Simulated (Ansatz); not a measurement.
# triplet BSiNH4S: levels of theory compared

Wanted: a comparison of 6 runs (UB3LYP/6-31G*, U-revPBE/cc-pVDZ, UB2PLYP/cc-pVDZ, UBHLYP/cc-pVDZ, UBLYP/cc-pVDZ, UCCSD(T)/cc-pVDZ) of triplet BSiNH4S. 

The results are computed with Ansatz 0.2.0.

97 further runs of the same task are left out: 97 set aside as unsound or not needed.

**1. The molecule**

BSiNH4S: 8 atoms, total charge 0, spin state triplet. As SMILES of the parent species, `S[SiH]1BN1`. The shape is that of a PBE0-D4/def2-TZVP optimisation. This is one conformer, not always the lowest. That shape belongs to the parent species and isn't relaxed for this state.

Bond lengths: S1–Si2 2.130 Å, Si2–B3 1.919 Å, Si2–N4 1.750 Å, B3–N4 1.383 Å, S1–H5 1.344 Å, Si2–H6 1.482 Å, B3–H7 1.188 Å, N4–H8 1.010 Å. Some angles: S1–Si2–B3 124.2°, S1–Si2–N4 118.5°, B3–Si2–N4 44.0°, Si2–B3–N4 61.5°, Si2–N4–B3 74.5°, S1–Si2–H6 108.2°, B3–Si2–H6 127.6°, N4–Si2–H6 114.3°, Si2–S1–H5 95.1°, Si2–B3–H7 162.4°.

**2. The energy at UB3LYP/6-31G(d) (spherical functions) (run 1)**

job.yaml

```yaml
crystal:
  periodic: [false, false, false]
  atoms:
    - {symbol: S, position_ang: [-2.198700, -0.554700, -0.360400]}
    - {symbol: Si, position_ang: [-0.326600, -0.039100, 0.515400]}
    - {symbol: B, position_ang: [1.350500, -0.825500, 0.014200]}
    - {symbol: N, position_ang: [0.999600, 0.392100, -0.541100]}
    - {symbol: H, position_ang: [-2.816800, 0.582000, 0.001900]}
    - {symbol: H, position_ang: [-0.578800, 0.932200, 1.605800]}
    - {symbol: H, position_ang: [2.264800, -1.577600, -0.080200]}
    - {symbol: H, position_ang: [1.398200, 1.033600, -1.211500]}
basis:
  gaussian: {orbitals: 6-31G_st_-spherical.json}
total_charge: 0
magnetization: {spin_polarized: true, initial_magnetization: 2}
hamiltonian: {xc: {name: B3LYP}}
accuracy: high
output: {orbitals: {seedname: orbitals}}
```

The basis set 6-31G* is read from a file made from the Basis Set Exchange's data (not shown).

Command:

```sh
$ ansatz run job.yaml --threads 1 --pin off --max-ram 2610MiB --events-out events.jsonl --progress --plain --runs-dir runs
```

What it wrote:

```text
Warning: RAYON_NUM_THREADS=1 ignored (pool sized by the plan → 1); use --threads N
Functional definition: B3LYP
  name "B3LYP"
  parameter a0 = 0.2
  parameter ax = 0.72
  parameter ac = 0.81
  exchange = (1 - a0 - ax)*slater_x + ax*b88_x + a0*exact_x
  correlation = (1 - ac)*vwn_rpa_c + ac*lyp_c
1632 factors; integrals over basis functions are off by at most 3.4e-9 eV
mean field evaluation 1: about -20928.0898 eV, gradient 4.6e1 eV
mean field evaluation 2: about -20804.9629 eV, gradient 1.2e2 eV
mean field evaluation 4: about -20935.6571 eV, gradient 2.2e1 eV
mean field evaluation 8: about -20940.1049 eV, gradient 5.9e-1 eV
mean field evaluation 16: about -20940.3043 eV, gradient 4.2e-2 eV
mean field evaluation 32: about -20940.3048 eV, gradient 7.7e-5 eV
mean field evaluation 64: about -20940.2705 eV, gradient 9.2e-1 eV
mean field -20940.30476935 eV, -769.5420064251 hartree, gradient 8.4e-8 eV, S^2 2.004608; 5 other end points of the search recorded, 0 dependent functions left out
reference -20940.30480852 eV, -769.5420078646 hartree; 24, 22 occupied and 48, 50 virtual orbitals, 1632 factors
Total energy: -20940.30480852 eV, -769.5420078646 hartree
```

Run time: 29 s. Hardware: 1 thread of Arm Neoverse V1, shared host; peak memory 0.33 GiB.

**3. The energy at U-revPBE/cc-pVDZ (run 2)**

Changes to job.yaml since step 2:

```diff
@@ -12,7 +12,11 @@
 basis:
-  gaussian: {orbitals: 6-31G_st_-spherical.json}
-total_charge: 0
-magnetization: {spin_polarized: true, initial_magnetization: 2}
-hamiltonian: {xc: {name: B3LYP}}
+  gaussian:
+    orbitals: cc-pVDZ
+magnetization:
+  spin_polarized: true
+  initial_magnetization: 2
+hamiltonian:
+  xc: {name: revPBE}
 accuracy: high
-output: {orbitals: {seedname: orbitals}}
+output:
+  orbitals: {seedname: orbitals}
```

Command:

```sh
$ ansatz run job.yaml --threads 1 --pin off --max-ram 2610MiB --events-out events.jsonl --progress --plain --runs-dir runs
```

What it wrote:

```text
Warning: RAYON_NUM_THREADS=1 ignored (pool sized by the plan → 1); use --threads N
Functional definition: revPBE
  name "revPBE"
  parameter kappa = 1.245
  parameter beta = 0.06672455060314922
  exchange = pbe_x(kappa = kappa, mu = beta*pi^2/3)
  correlation = pbe_c(beta = beta)
1930 factors; integrals over basis functions are off by at most 3.9e-9 eV
mean field evaluation 1: about -20918.7802 eV, gradient 5.3e1 eV
mean field evaluation 2: about -20668.6770 eV, gradient 1.6e2 eV
mean field evaluation 4: about -20934.8149 eV, gradient 1.5e1 eV
mean field evaluation 8: about -20936.5690 eV, gradient 1.1e0 eV
mean field evaluation 16: about -20936.5723 eV, gradient 2.2e-3 eV
mean field evaluation 32: about -20933.2234 eV, gradient 1.3e1 eV
mean field evaluation 64: about -20936.4821 eV, gradient 3.0e0 eV
mean field -20936.57233965 eV, -769.4048421638 hartree, gradient 4.2e-8 eV, S^2 2.004376; 6 other end points of the search recorded, 0 dependent functions left out
reference -20936.57234394 eV, -769.4048423213 hartree; 24, 22 occupied and 60, 62 virtual orbitals, 1930 factors
Total energy: -20936.57234394 eV, -769.4048423213 hartree
```

Run time: 19 s. Hardware: 1 thread of Arm Neoverse V1, shared host; peak memory 0.29 GiB.

Runs 3 to 5 aren't shown in full; the table further down has their settings and results.

**4. The energy at UCCSD(T)/cc-pVDZ (run 6)**

in.yaml

```yaml
crystal:
  periodic: [false, false, false]
  atoms:
    - symbol: S
      position_ang: [-2.198700, -0.554700, -0.360400]
    - symbol: Si
      position_ang: [-0.326600, -0.039100, 0.515400]
    - symbol: B
      position_ang: [1.350500, -0.825500, 0.014200]
    - symbol: N
      position_ang: [0.999600, 0.392100, -0.541100]
    - symbol: H
      position_ang: [-2.816800, 0.582000, 0.001900]
    - symbol: H
      position_ang: [-0.578800, 0.932200, 1.605800]
    - symbol: H
      position_ang: [2.264800, -1.577600, -0.080200]
    - symbol: H
      position_ang: [1.398200, 1.033600, -1.211500]
basis:
  gaussian: {orbitals: cc-pVDZ}
magnetization: {spin_polarized: true, initial_magnetization: 2}
correlation: {method: ccsd_t, frozen_orbitals: {B: 1, H: 0, "N": 1, S: 5, Si: 5}}
accuracy: high
scf: {omitted_lower_state_checks: [cluster_reference, increment]}
```

Command:

```sh
$ ansatz run in.yaml --threads 1 --pin off --max-ram 2610MiB --events-out events.jsonl --progress --plain --runs-dir runs
```

What it wrote:

```text
Warning: RAYON_NUM_THREADS=1 ignored (pool sized by the plan → 1); use --threads N
[... 14 lines left out ...]
12 core orbitals not correlated: weight in the atoms' cores, before any rotation towards them, 1.000 or more for the frozen orbitals, at most 0.000 for the correlated occupied ones
[... 43 lines left out ...]
Total energy: -20906.93021741 eV, -768.3155142636 hartree
Checks for a lower state left out: cluster_reference, increment
```

Run time: 85 s. Hardware: 1 thread of Arm Neoverse V1, shared host; peak memory 0.77 GiB.

**5. All runs side by side**

| run | level | frozen core orbitals | energy (Eh) | HOMO energy (eV) | ⟨S²⟩ | wall time |
| --- | --- | --- | --- | --- | --- | --- |
| 1 | UB3LYP/6-31G* (spherical functions) | – | -769.542008 | -2.28 | 2.005 | 29 s |
| 2 | U-revPBE/cc-pVDZ | – | -769.404842 | -1.69 | 2.004 | 19 s |
| 3 | UB2PLYP/cc-pVDZ | 12 | -769.189664 | -3.46 | 2.008 | 41 s |
| 4 | UBHLYP/cc-pVDZ | – | -769.498473 | -3.46 | 2.007 | 29 s |
| 5 | UBLYP/cc-pVDZ | – | -769.509252 | -1.46 | 2.003 | 20 s |
| 6 | UCCSD(T)/cc-pVDZ | 12 | -768.315514 | – | 2.014 | 85 s |

**6. Summary of results**

| quantity | value |
| --- | --- |
| run 6: total energy | -768.31551 Eh |
| run 6: correlation energy (12 core orbitals frozen) | -522.4 mEh |
| run 6: (T) correction | -16.74 mEh |
| run 6: ⟨S²⟩ of the reference determinant | 2.014 |
| run 6: T1 diagnostic | 0.023 |

In words: Totals of different functionals can't be ranked against each other. All runs together took 3.7 min, the longest 85 s.
